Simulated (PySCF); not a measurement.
# A gas-phase reaction: Ge2H5I + BrH → BrGe2H5 + HI

Aim: the reaction energy of `[GeH3][GeH2][I]` + `Br` → `[GeH3][GeH2][Br]` + `I`.

Programs: PySCF 2.14.0. All values are calculated, for the isolated system unless a continuum is named. Atoms count from 0, parts from 1.

## (1) The system as given

Each species was relaxed by itself at PBE0-D3(BJ)/def2-SVP.

## (2) Reaction energy: wB97M-D3(BJ)/def2-TZVPD

The job: settings as JSON, then the geometry in Å.

```
{"job": {"kind": "react", "xc": "wB97M-D3(BJ)", "basis": "def2-TZVPD"}, "charge": 0, "multiplicity": 1}
-1 Ge2H5I charge 0 multiplicity 1
Ge     0.042450     1.077680     0.658600
Ge     0.240570    -0.959090    -0.636580
I     -2.032920    -2.075430    -0.627710
H     -0.921130     2.034190    -0.060790
H     -0.507780     0.730570     2.050210
H      1.423000     1.746040     0.799650
H      1.227400    -1.973850    -0.032480
H      0.594840    -0.710240    -2.113380

-1 BrH charge 0 multiplicity 1
Br     0.714020     0.001450     0.007290
H     -0.708020     0.000960    -0.007520

+1 BrGe2H5 charge 0 multiplicity 1
Ge     1.231040     0.021160    -0.006050
Ge    -1.178560    -0.202870     0.062310
Br    -2.069320     1.784480    -0.751420
H      1.639890     1.300720     0.738720
H      1.882540    -1.199090     0.671620
H      1.693060     0.099440    -1.469260
H     -1.733830    -0.380250     1.486500
H     -1.712600    -1.322220    -0.848590

+1 HI charge 0 multiplicity 1
I      0.809760    -0.000060     0.007450
H     -0.807570    -0.000550    -0.007440
```

With the program's defaults for keys left out, this is: wB97M-D3(BJ)/def2-TZVPD reaction energy of separated species, gas phase.

On the command line:

```bash
$ OMP_NUM_THREADS=1 python cluster_run.py task.json out
```

This one command runs all jobs of the session in turn.

Standard output:

```text
species 1 (Ge2H5I)
coarse grid: 35224 points
cycle   1  E = -4453.0281590737  dE = -4.193e+01  |g| = 3.286e+00  |ddm| = 1.993e+01
cycle   2  E = -4448.9663842935  dE =  4.062e+00  |g| = 3.827e+00  |ddm| = 1.529e+01
cycle   3  E = -4454.3400930228  dE = -5.374e+00  |g| = 1.049e+00  |ddm| = 1.388e+01
cycle   4  E = -4454.8522180080  dE = -5.121e-01  |g| = 2.259e-01  |ddm| = 1.738e+00
cycle   5  E = -4454.8662756887  dE = -1.406e-02  |g| = 1.578e-01  |ddm| = 4.851e-01
cycle   6  E = -4454.8695526743  dE = -3.277e-03  |g| = 3.385e-02  |ddm| = 1.558e-01
cycle   7  E = -4454.8699328018  dE = -3.801e-04  |g| = 1.052e-02  |ddm| = 6.723e-02
cycle   8  E = -4454.8699803154  dE = -4.751e-05  |g| = 4.851e-03  |ddm| = 2.522e-02
cycle   9  E = -4454.8699859768  dE = -5.661e-06  |g| = 1.284e-03  |ddm| = 6.951e-03
final grid: 66984 points
cycle  10  E = -4454.8698930153  dE = -9.730e-07  |g| = 1.136e-03  |ddm| = 3.845e-03
cycle  11  E = -4454.8698931460  dE = -1.307e-07  |g| = 1.173e-03  |ddm| = 1.584e-03
cycle  12  E = -4454.8698932711  dE = -1.251e-07  |g| = 1.056e-04  |ddm| = 6.506e-04
cycle  13  E = -4454.8698932893  dE = -1.818e-08  |g| = 4.671e-05  |ddm| = 4.667e-04
cycle  14  E = -4454.8698932910  dE = -1.641e-09  |g| = 1.440e-05  |ddm| = 1.348e-04
cycle  15  E = -4454.8698932911  dE = -1.201e-10  |g| = 5.085e-06  |ddm| = 3.841e-05
converged SCF energy = -4454.8698932911

species 2 (BrH)
coarse grid: 9808 points
cycle   1  E = -2574.7445270502  dE = -1.114e+00  |g| = 2.813e-01  |ddm| = 9.891e-01
cycle   2  E = -2574.7574656322  dE = -1.294e-02  |g| = 1.487e-01  |ddm| = 2.652e-01
cycle   3  E = -2574.7608924332  dE = -3.427e-03  |g| = 8.639e-03  |ddm| = 8.694e-02
cycle   4  E = -2574.7609297234  dE = -3.729e-05  |g| = 2.515e-03  |ddm| = 1.266e-02
cycle   5  E = -2574.7609341238  dE = -4.400e-06  |g| = 6.636e-04  |ddm| = 4.933e-03
final grid: 18448 points
cycle   6  E = -2574.7609188765  dE = -1.902e-07  |g| = 4.145e-04  |ddm| = 9.400e-04
cycle   7  E = -2574.7609189041  dE = -2.760e-08  |g| = 2.982e-04  |ddm| = 4.150e-04
cycle   8  E = -2574.7609189119  dE = -7.842e-09  |g| = 3.346e-05  |ddm| = 1.454e-04
cycle   9  E = -2574.7609189129  dE = -1.041e-09  |g| = 1.092e-05  |ddm| = 6.318e-05
cycle  10  E = -2574.7609189130  dE = -5.002e-11  |g| = 1.699e-06  |ddm| = 1.272e-05
converged SCF energy = -2574.7609189130

species 3 (BrGe2H5)
coarse grid: 34528 points
cycle   1  E = -6731.1720227215  dE = -2.278e+00  |g| = 8.622e-01  |ddm| = 2.429e+00
cycle   2  E = -6731.1863397505  dE = -1.432e-02  |g| = 8.769e-01  |ddm| = 1.025e+00
cycle   3  E = -6731.2458627479  dE = -5.952e-02  |g| = 4.567e-02  |ddm| = 4.887e-01
cycle   4  E = -6731.2461721667  dE = -3.094e-04  |g| = 1.066e-02  |ddm| = 4.242e-02
cycle   5  E = -6731.2462193765  dE = -4.721e-05  |g| = 3.583e-03  |ddm| = 2.061e-02
cycle   6  E = -6731.2462222972  dE = -2.921e-06  |g| = 1.403e-03  |ddm| = 5.019e-03
final grid: 66016 points
cycle   7  E = -6731.2460262802  dE = -3.421e-07  |g| = 1.408e-03  |ddm| = 3.215e-03
cycle   8  E = -6731.2460263129  dE = -3.271e-08  |g| = 1.475e-03  |ddm| = 1.602e-03
cycle   9  E = -6731.2460264608  dE = -1.479e-07  |g| = 5.866e-05  |ddm| = 7.895e-04
cycle  10  E = -6731.2460264647  dE = -3.888e-09  |g| = 3.354e-05  |ddm| = 1.946e-04
cycle  11  E = -6731.2460264649  dE = -2.992e-10  |g| = 4.325e-06  |ddm| = 4.638e-05
converged SCF energy = -6731.2460264649

species 4 (HI)
coarse grid: 10504 points
cycle   1  E = -297.0645153745  dE = -4.120e+01  |g| = 2.946e+00  |ddm| = 1.945e+01
cycle   2  E = -297.7149549616  dE = -6.504e-01  |g| = 2.315e+00  |ddm| = 6.590e+00
cycle   3  E = -298.3805506110  dE = -6.656e-01  |g| = 1.385e-01  |ddm| = 2.119e+00
cycle   4  E = -298.3824013912  dE = -1.851e-03  |g| = 1.059e-01  |ddm| = 1.440e-01
cycle   5  E = -298.3837838116  dE = -1.382e-03  |g| = 6.134e-03  |ddm| = 5.443e-02
cycle   6  E = -298.3838150765  dE = -3.126e-05  |g| = 2.382e-03  |ddm| = 1.566e-02
cycle   7  E = -298.3838182182  dE = -3.142e-06  |g| = 3.677e-04  |ddm| = 4.967e-03
final grid: 19416 points
cycle   8  E = -298.3838554914  dE = -1.281e-07  |g| = 2.033e-04  |ddm| = 7.827e-04
cycle   9  E = -298.3838555095  dE = -1.816e-08  |g| = 1.527e-04  |ddm| = 3.336e-04
cycle  10  E = -298.3838555138  dE = -4.224e-09  |g| = 3.553e-05  |ddm| = 9.017e-05
cycle  11  E = -298.3838555150  dE = -1.206e-09  |g| = 4.160e-06  |ddm| = 1.006e-04
cycle  12  E = -298.3838555150  dE = -6.253e-12  |g| = 2.640e-07  |ddm| = 4.854e-06
converged SCF energy = -298.3838555150

Reaction energy = 0.668 kcal/mol
```

Wall time 86 s (1 thread of Arm Neoverse N1, shared host); peak memory 0.77 GiB.

Species by species (with the dispersion term, which the log's SCF energies lack):

```csv
ν,species,energy (Eh),HOMO (eV)
-1,[GeH3][GeH2][I],-4454.87724,-9.48
-1,Br,-2574.76149,-11.15
+1,[GeH3][GeH2][Br],-6731.25317,-9.99
+1,I,-298.38449,-10.19
```

## (3) Reaction energy: PBE0-D3(BJ)/def2-TZVPD

Settings changed since step 2:

```diff
@@ -1,2 +1,2 @@
-{"job": {"kind": "react", "xc": "wB97M-D3(BJ)", "basis": "def2-TZVPD"}, "charge": 0, "multiplicity": 1}
+{"job": {"kind": "react", "xc": "PBE0", "basis": "def2-TZVPD", "disp": "d3bj"}, "charge": 0, "multiplicity": 1}
 -1 Ge2H5I charge 0 multiplicity 1
```

Level: PBE0-D3(BJ)/def2-TZVPD reaction energy of separated species, gas phase.

Standard output:

```text
species 1 (Ge2H5I)
coarse grid: 35224 points
cycle   1  E = -4451.7259022890  dE = -4.106e+01  |g| = 3.748e+00  |ddm| = 2.001e+01
cycle   2  E = -4440.9548422173  dE =  1.077e+01  |g| = 5.334e+00  |ddm| = 1.079e+01
cycle   3  E = -4450.6740771229  dE = -9.719e+00  |g| = 2.337e+00  |ddm| = 9.122e+00
cycle   4  E = -4454.1556004666  dE = -3.482e+00  |g| = 5.799e-01  |ddm| = 4.364e+00
cycle   5  E = -4454.1901299891  dE = -3.453e-02  |g| = 5.155e-01  |ddm| = 1.004e+00
cycle   6  E = -4454.2459321365  dE = -5.580e-02  |g| = 9.198e-02  |ddm| = 5.255e-01
cycle   7  E = -4454.2469673799  dE = -1.035e-03  |g| = 5.958e-02  |ddm| = 1.193e-01
cycle   8  E = -4454.2474805454  dE = -5.132e-04  |g| = 1.065e-02  |ddm| = 4.783e-02
cycle   9  E = -4454.2475033337  dE = -2.279e-05  |g| = 2.193e-03  |ddm| = 1.317e-02
cycle  10  E = -4454.2475040431  dE = -7.094e-07  |g| = 6.336e-04  |ddm| = 2.248e-03
final grid: 66984 points
cycle  11  E = -4454.2474852456  dE = -2.458e-07  |g| = 7.228e-04  |ddm| = 3.470e-03
cycle  12  E = -4454.2474852050  dE =  4.069e-08  |g| = 8.646e-04  |ddm| = 1.288e-03
cycle  13  E = -4454.2474853188  dE = -1.139e-07  |g| = 1.037e-04  |ddm| = 7.112e-04
cycle  14  E = -4454.2474853201  dE = -1.216e-09  |g| = 1.498e-05  |ddm| = 7.092e-05
cycle  15  E = -4454.2474853201  dE = -1.819e-11  |g| = 4.990e-06  |ddm| = 1.658e-05
converged SCF energy = -4454.2474853201

species 2 (BrH)
coarse grid: 9808 points
cycle   1  E = -2574.4494959533  dE = -1.080e+00  |g| = 2.722e-01  |ddm| = 1.043e+00
cycle   2  E = -2574.4541293551  dE = -4.633e-03  |g| = 1.697e-01  |ddm| = 2.595e-01
cycle   3  E = -2574.4588726463  dE = -4.743e-03  |g| = 2.987e-02  |ddm| = 1.190e-01
cycle   4  E = -2574.4591012043  dE = -2.286e-04  |g| = 4.144e-03  |ddm| = 2.197e-02
cycle   5  E = -2574.4591051887  dE = -3.984e-06  |g| = 1.308e-03  |ddm| = 4.257e-03
final grid: 18448 points
cycle   6  E = -2574.4591063332  dE = -6.974e-08  |g| = 1.372e-03  |ddm| = 2.019e-03
cycle   7  E = -2574.4591063475  dE = -1.423e-08  |g| = 1.396e-03  |ddm| = 1.787e-03
cycle   8  E = -2574.4591065675  dE = -2.200e-07  |g| = 5.112e-05  |ddm| = 8.377e-04
cycle   9  E = -2574.4591065682  dE = -6.648e-10  |g| = 1.020e-05  |ddm| = 4.388e-05
converged SCF energy = -2574.4591065682

species 3 (BrGe2H5)
coarse grid: 34528 points
cycle   1  E = -6730.3233578697  dE = -2.229e+00  |g| = 9.102e-01  |ddm| = 2.416e+00
cycle   2  E = -6730.2936177231  dE =  2.974e-02  |g| = 1.051e+00  |ddm| = 1.113e+00
cycle   3  E = -6730.3856307153  dE = -9.201e-02  |g| = 8.270e-02  |ddm| = 6.434e-01
cycle   4  E = -6730.3864621169  dE = -8.314e-04  |g| = 1.588e-02  |ddm| = 6.053e-02
cycle   5  E = -6730.3865089891  dE = -4.687e-05  |g| = 7.089e-03  |ddm| = 1.991e-02
cycle   6  E = -6730.3865178206  dE = -8.832e-06  |g| = 1.237e-03  |ddm| = 5.522e-03
final grid: 66016 points
cycle   7  E = -6730.3864735159  dE =  1.488e-08  |g| = 1.423e-03  |ddm| = 3.272e-03
cycle   8  E = -6730.3864733848  dE =  1.311e-07  |g| = 1.694e-03  |ddm| = 2.335e-03
cycle   9  E = -6730.3864738318  dE = -4.470e-07  |g| = 1.498e-04  |ddm| = 1.261e-03
cycle  10  E = -6730.3864738336  dE = -1.799e-09  |g| = 1.033e-05  |ddm| = 8.651e-05
cycle  11  E = -6730.3864738336  dE = -1.455e-11  |g| = 3.717e-06  |ddm| = 1.290e-05
converged SCF energy = -6730.3864738336

species 4 (HI)
coarse grid: 10504 points
cycle   1  E = -296.6656984139  dE = -4.069e+01  |g| = 3.285e+00  |ddm| = 1.949e+01
cycle   2  E = -296.5078279696  dE =  1.579e-01  |g| = 3.386e+00  |ddm| = 7.995e+00
cycle   3  E = -298.2898796595  dE = -1.782e+00  |g| = 3.369e-01  |ddm| = 3.379e+00
cycle   4  E = -298.2974536612  dE = -7.574e-03  |g| = 3.394e-01  |ddm| = 5.727e-01
cycle   5  E = -298.3177532559  dE = -2.030e-02  |g| = 3.355e-02  |ddm| = 2.195e-01
cycle   6  E = -298.3181034754  dE = -3.502e-04  |g| = 3.315e-03  |ddm| = 5.780e-02
cycle   7  E = -298.3181073116  dE = -3.836e-06  |g| = 8.410e-04  |ddm| = 5.115e-03
final grid: 19416 points
cycle   8  E = -298.3181030593  dE =  1.916e-08  |g| = 1.142e-03  |ddm| = 1.956e-03
cycle   9  E = -298.3181029092  dE =  1.500e-07  |g| = 1.570e-03  |ddm| = 1.826e-03
cycle  10  E = -298.3181033210  dE = -4.118e-07  |g| = 7.605e-05  |ddm| = 9.497e-04
cycle  11  E = -298.3181033222  dE = -1.189e-09  |g| = 9.424e-06  |ddm| = 9.233e-05
cycle  12  E = -298.3181033222  dE = -2.404e-11  |g| = 1.131e-06  |ddm| = 1.140e-05
converged SCF energy = -298.3181033222

Reaction energy = 1.565 kcal/mol
```

Wall time 53 s (1 thread of Arm Neoverse N1, shared host); peak memory 0.71 GiB.

Reaction energy at this level: 1.57 kcal/mol.

## (4) Side by side

Energies in kcal/mol, with wall time:

| run | reaction | time |
| --- | --- | --- |
| wB97M-D3(BJ)/def2-TZVPD | 0.67 | 86 s |
| PBE0-D3(BJ)/def2-TZVPD | 1.57 | 53 s |

## (5) Results

```
                                                quantity                  value
               reaction energy (wB97M-D3(BJ)/def2-TZVPD)          0.67 kcal/mol
                     ΔH, ΔG at 298 K (xTB thermal terms)    +0.6, +0.3 kcal/mol
range of the reaction energy over the runs of this table  0.67 to 1.57 kcal/mol
```

The reaction is endothermic by 0.6 kcal/mol in the gas phase; dispersion gives +0.08, and xTB itself gave -2.48 for the electronic energy (xTB energies and thermal terms come from the earlier relaxation of each species, not shown). No barrier was sought. The reaction energy runs from 0.67 (wB97M-D3(BJ)/def2-TZVPD) to 1.57 kcal/mol (PBE0-D3(BJ)/def2-TZVPD).
